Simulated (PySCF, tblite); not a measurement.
# C₇H₁₀ClNSi: geometry, infrared bands and NMR shifts

Aim: predict the infrared bands and NMR shifts of C₇H₁₀ClNSi (`Cc1ccc([SiH2]CCl)nc1`).

Programs: tblite 0.8.0 and PySCF 2.14.0, with density-fitted response routines of our own. Each step states its level of theory. These are calculated values for one molecule in the gas phase, unless marked as measured. Atoms are numbered from 0 throughout.

## Step 1: The molecule as given

20 atoms, charge 0, multiplicity 1; geometry from: force field or distance geometry start.

Bonds of the start (Å): C0–C1 1.48, C1–C2 1.38, C2–C3 1.39, C3–C4 1.41, C4–Si5 1.87, Si5–C6 1.85, C6–Cl7 1.79, C4–N8 1.35, N8–C9 1.36, C9–C1 1.40, C0–H10 1.10, C0–H11 1.10, C0–H12 1.11, C2–H13 1.10, C3–H14 1.08, Si5–H15 1.49, Si5–H16 1.49, C6–H17 1.10, C6–H18 1.10, C9–H19 1.09.

## Step 2: Relaxing the molecule with GFN2-xTB

What the job is given:

```
{"job": {"kind": "relax", "xc": "GFN2-xTB", "basis": "xTB"}, "charge": 0, "multiplicity": 1}
C     -3.520400    -0.352900     0.230900
C     -2.072700    -0.172000    -0.041900
C     -1.596000     0.366400    -1.225300
C     -0.237800     0.556200    -1.436100
C      0.642500     0.181200    -0.403700
Si     2.491100     0.380000    -0.580400
C      3.371800    -0.197800     0.934600
Cl     5.135400     0.011300     0.735500
N      0.219500    -0.340800     0.769400
C     -1.124100    -0.499900     0.934800
H     -3.710700    -1.202500     0.896200
H     -4.077100    -0.549300    -0.696300
H     -3.941900     0.554800     0.705500
H     -2.298600     0.657900    -2.013800
H      0.115800     0.978300    -2.361800
H      2.793300     1.816900    -0.840700
H      2.947600    -0.373900    -1.777700
H      3.187600    -1.266500     1.135600
H      3.077100     0.371200     1.830800
H     -1.407500    -0.908000     1.899500
```

On the command line:

```
$ OMP_NUM_THREADS=1 python probes_run.py task.json out
```

One launch serves the whole session: the jobs run in the order shown.

**Question.** This job is followed by: GFN2-xTB harmonic vibrations, gas phase; GIAO PBE0/pcSseg-1 NMR shielding, non-relativistic, gas phase. Predict these results of the whole session: strongest single infrared mode (GFN2-xTB); zero-point energy (GFN2-xTB); 13C shifts against TMS (PBE0/pcSseg-1); 1H shifts against TMS (PBE0/pcSseg-1, means over atoms taken as alike); 29Si shifts against TMS (PBE0/pcSseg-1); 35Cl shifts against HCl (PBE0/pcSseg-1); 15N shifts against NH3 (PBE0/pcSseg-1).

The runs gave:

```
                                                              quantity                                              value
                             strongest single infrared mode (GFN2-xTB)                               708 cm⁻¹, 366 km/mol
                                          zero-point energy (GFN2-xTB)                                      92.1 kcal/mol
                                13C shifts against TMS (PBE0/pcSseg-1)  163.0, 155.8, 140.2, 138.7, 136.1, 29.8, 21.1 ppm
1H shifts against TMS (PBE0/pcSseg-1, means over atoms taken as alike)             8.84, 7.71, 7.62, 4.81, 3.64, 2.45 ppm
                               29Si shifts against TMS (PBE0/pcSseg-1)                                          -45.3 ppm
                               35Cl shifts against HCl (PBE0/pcSseg-1)                                             -9 ppm
                                15N shifts against NH3 (PBE0/pcSseg-1)                                          375.5 ppm
```

What this shows: The optimisation took 47 steps and gained 0.170 eV; among the close pairs (by a distance rule), Si5–C6 changed most, from 1.845 to 1.905 Å. All 54 modes are real, so the xTB geometry is a minimum. The strongest single mode, at 708 cm⁻¹, moves mainly H16 and H15. Unscaled tight-binding wavenumbers are off by several per cent, some by more. Its intensities can rank the bands wrongly. At PBE0/pcSseg-1: The widest tensor belongs to N8: span 732 ppm, with a paramagnetic part of -442 ppm. NICS(1)zz of -27 ppm above the planar ring from C1 marks a diatropic (aromatic) ring current.
